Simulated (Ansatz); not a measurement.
# CH2ClF2NSi: the cost of one run

Method: RKS LDA/def2-SVP, in Ansatz 0.2.0.

## Step 1: The structure to begin with

Bond lengths: F1–C2 1.320 Å, C2–N3 1.290 Å, N3–Si4 1.814 Å, Si4–F5 1.539 Å, Si4–Cl6 2.064 Å, C2–H7 1.130 Å, Si4–H8 1.467 Å. Angles: F1–C2–N3 115.6°, F1–C2–H7 117.4°, N3–C2–H7 127.0°, C2–N3–Si4 112.0°, N3–Si4–F5 107.7°, N3–Si4–Cl6 106.6°, N3–Si4–H8 109.4°, F5–Si4–Cl6 110.6°, F5–Si4–H8 112.7°, Cl6–Si4–H8 109.6°.

Coordinates:

```xyz
8

F    -1.9048   -0.6284    1.8172
C    -0.9007   -0.1559    1.1020
N    -0.7583   -0.6749   -0.0699
Si    0.7309   -0.0645   -0.9073
F     1.7988    0.1945    0.1696
Cl    0.2005    1.6965   -1.8443
H    -0.2371    0.6197    1.5873
H     1.1628   -1.0441   -1.9103
```

## Step 2: Relaxing end A

input.yaml

```yaml
crystal:
  periodic: [false, false, false]
  atoms:
    - { symbol: F, position_ang: [-1.9048, -0.6284, 1.8172] }
    - { symbol: C, position_ang: [-0.9007, -0.1559, 1.102] }
    - { symbol: "N", position_ang: [-0.7583, -0.6749, -0.0699] }
    - { symbol: Si, position_ang: [0.7309, -0.0645, -0.9073] }
    - { symbol: F, position_ang: [1.7988, 0.1945, 0.1696] }
    - { symbol: Cl, position_ang: [0.2005, 1.6965, -1.8443] }
    - { symbol: H, position_ang: [-0.2371, 0.6197, 1.5873] }
    - { symbol: H, position_ang: [1.1628, -1.0441, -1.9103] }
basis:
  gaussian: { orbitals: def2-SVP }
hamiltonian:
  xc: lda
relax:
  f_tol: 0.015
  max_steps: 40
```

Command:

```console
> ansatz run input.yaml --threads 2 --pin off --max-ram 3072MiB --backend cpu --events-out ev --progress --plain --runs-dir out
```

What time and memory should one allow on 2 threads of AMD EPYC 7R43 (Zen 3), shared host?

About 33 s, with a peak of 0.18 GiB.
